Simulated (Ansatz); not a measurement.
**CH6BClOSi: one species, many methods**

One table from this session's results is given with a row withheld; the runs are named, their logs left out.

The runs use Ansatz 0.2.0, Gaussian basis; functionals in def2-TZVPP, the program's frozen cores in correlated methods.

Plan: PBE-D4, r2SCAN-D4, PBE0-D4, B3LYP-D4, ωB97X-V, ωB97M-V, B2PLYP; CCSD(T)/def2-TZVPP; MP2/def2-QZVPP; extrapolation to the limit.

### The relaxed structure

All runs share one geometry, relaxed beforehand with PBE0-D4 in a triple-zeta def2 set.

11 atoms, charge 0, spin multiplicity 1.

Atoms are counted from 1 here; the program's logs count them from 0.

Bond lengths: C1–B2 1.551 Å, C1–H6 1.092 Å, C1–H7 1.105 Å, C1–H8 1.092 Å, B2–Si3 2.008 Å, B2–H9 1.200 Å, Si3–O4 1.643 Å, Si3–Cl5 2.083 Å, Si3–H10 1.480 Å, O4–H11 0.959 Å. Angles: B2–C1–H6 114.2°, B2–C1–H7 103.3°, B2–C1–H8 116.8°, H6–C1–H7 105.3°, H6–C1–H8 109.8°, H7–C1–H8 106.4°, C1–B2–Si3 123.0°, C1–B2–H9 118.9°, Si3–B2–H9 118.1°, B2–Si3–O4 116.5°, B2–Si3–Cl5 99.3°, B2–Si3–H10 118.6°, O4–Si3–Cl5 110.5°, O4–Si3–H10 104.2°, Cl5–Si3–H10 107.3°, Si3–O4–H11 117.7°.

The first run:

in.yaml

```yaml
crystal:
  periodic: [false, false, false]
  atoms:
    - {symbol: C, position_ang: [-1.324910, 0.477422, -0.865574]}
    - {symbol: B, position_ang: [-0.006299, -0.339244, -0.899012]}
    - {symbol: Si, position_ang: [1.205845, -0.527535, 0.691034]}
    - {symbol: O, position_ang: [0.510206, -0.350303, 2.168886]}
    - {symbol: Cl, position_ang: [2.513730, 1.047469, 0.307439]}
    - {symbol: H, position_ang: [-1.563026, 0.980761, -1.805367]}
    - {symbol: H, position_ang: [-2.101698, -0.298899, -0.745509]}
    - {symbol: H, position_ang: [-1.452265, 1.171250, -0.032280]}
    - {symbol: H, position_ang: [0.318235, -0.873210, -1.923315]}
    - {symbol: H, position_ang: [2.022103, -1.755343, 0.817646]}
    - {symbol: H, position_ang: [-0.056619, 0.410534, 2.306552]}
basis:
  gaussian: {orbitals: def2-TZVPP}
hamiltonian: {xc: pbe, dispersion: d4}
output: {forces: true, orbitals: {seedname: orbitals}}
```

On the command line:

```
$ ansatz run in.yaml --threads 4 --pin off --events-out ev --progress --plain --max-ram 10444MiB
```

Steps of the session up to this table: PBE-D4 (GGA); r2SCAN-D4 (meta-GGA); PBE0-D4 (hybrid); B3LYP-D4 (hybrid); ωB97X-V (range-separated); ωB97M-V (range-separated); B2PLYP (double hybrid); CCSD(T) in def2-TZVPP; MP2 in def2-QZVPP.

One table of the session follows, with a row left open; its other results are not shown here.

```
            method  atomisation energy (kcal/mol)
            PBE-D4                          963.7
         r2SCAN-D4                          958.1
           PBE0-D4                          952.3
          B3LYP-D4                          951.2
           ωB97X-V                          956.1
           ωB97M-V                          956.7
            B2PLYP                          941.9
     HF/def2-TZVPP                          720.1
    MP2/def2-TZVPP                          943.8
   CCSD/def2-TZVPP                              ?
CCSD(T)/def2-TZVPP                          927.7
           MP2/CBS                          968.6
       CCSD(T)/CBS                          952.5
```

**Question.** Estimate the row for CCSD/def2-TZVPP.

The run gave: atomisation energy (kcal/mol): 915.7. In the column «atomisation energy (kcal/mol)» it lies between HF/def2-TZVPP (720.1) and CCSD(T)/def2-TZVPP (927.7).

Caveats from the session: Free atoms (1 C, 1 B, 1 Si, 1 O, 1 Cl, 6 H) were run apart at each level; the atomisation energy is their sum less the molecule, without zero-point or spin-orbit terms.
